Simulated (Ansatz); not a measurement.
# C2H6GeSe: up Jacob's ladder to CCSD(T)

An exercise on one series of results from a longer session: the logs are not shown, and one member is left open.

Computed with Ansatz 0.2.0, Gaussian basis. Level: functionals in def2-TZVPP, the program's frozen cores in correlated methods.

Plan: PBE-D4, r2SCAN-D4, PBE0-D4, B3LYP-D4, ωB97X-V, ωB97M-V, B2PLYP; CCSD(T)/def2-TZVPP; MP2/def2-QZVPP; extrapolation to the limit.

## The relaxed structure

An earlier PBE0-D4 in a triple-zeta def2 set relaxation fixed the geometry.

10 atoms, charge 0, spin multiplicity 1.

Atoms are counted from 1 here; the program's logs count them from 0.

Bond lengths: C1–C2 1.330 Å, C1–H5 1.087 Å, C1–H6 1.085 Å, C2–Ge3 1.945 Å, C2–Se4 1.907 Å, Ge3–H7 1.536 Å, Ge3–H8 1.537 Å, Ge3–H9 1.538 Å, Se4–H10 1.469 Å. Angles: C2–C1–H5 122.8°, C2–C1–H6 120.7°, H5–C1–H6 116.5°, C1–C2–Ge3 122.2°, C1–C2–Se4 119.8°, Ge3–C2–Se4 117.9°, C2–Ge3–H7 109.8°, C2–Ge3–H8 108.6°, C2–Ge3–H9 108.9°, H7–Ge3–H8 110.5°, H7–Ge3–H9 108.7°, H8–Ge3–H9 110.2°, C2–Se4–H10 95.6°.

The first run:

in.yaml reads:

```yaml
crystal:
  periodic: [false, false, false]
  atoms:
    - {symbol: C, position_ang: [-1.438837, 0.640992, -0.628382]}
    - {symbol: C, position_ang: [-0.153483, 0.361912, -0.431731]}
    - {symbol: Ge, position_ang: [0.434359, -0.925774, 0.902117]}
    - {symbol: Se, position_ang: [1.169076, 1.142256, -1.561745]}
    - {symbol: H, position_ang: [-1.778980, 1.352783, -1.375611]}
    - {symbol: H, position_ang: [-2.208445, 0.154901, -0.037110]}
    - {symbol: H, position_ang: [1.058126, -2.146170, 0.208548]}
    - {symbol: H, position_ang: [-0.779122, -1.347496, 1.746252]}
    - {symbol: H, position_ang: [1.500174, -0.267087, 1.794623]}
    - {symbol: H, position_ang: [2.280235, 0.982583, -0.614060]}
basis:
  gaussian: {orbitals: def2-TZVPP}
hamiltonian: {xc: pbe, dispersion: d4}
output: {forces: true, orbitals: {seedname: orbitals}}
```

The run is started by

```bash
$ ansatz run in.yaml --threads 4 --pin off --events-out ev --progress --plain --max-ram 10444MiB
```

Among the steps run: PBE-D4 (GGA); r2SCAN-D4 (meta-GGA); PBE0-D4 (hybrid); B3LYP-D4 (hybrid); ωB97X-V (range-separated); ωB97M-V (range-separated); B2PLYP (double hybrid); CCSD(T) in def2-TZVPP; MP2 in def2-QZVPP.

One table of the session follows, with a row left open; its other results are not shown here.

| method | atomisation energy (kcal/mol) |
| --- | --- |
| PBE-D4 | 797.3 |
| r2SCAN-D4 | 788.2 |
| PBE0-D4 | 785.4 |
| B3LYP-D4 | 783.5 |
| ωB97X-V | 787.4 |
| ωB97M-V | 781.7 |
| B2PLYP | 775.1 |
| HF/def2-TZVPP | 563.0 |
| MP2/def2-TZVPP | 775.6 |
| CCSD/def2-TZVPP | 758.1 |
| CCSD(T)/def2-TZVPP | 771.3 |
| MP2/CBS | ? |
| CCSD(T)/CBS | 788.6 |

**Question.** Estimate the row for MP2/CBS.

The run gave: atomisation energy (kcal/mol): 792.8. In the column «atomisation energy (kcal/mol)» it lies between CCSD(T)/CBS (788.6) and PBE-D4 (797.3).
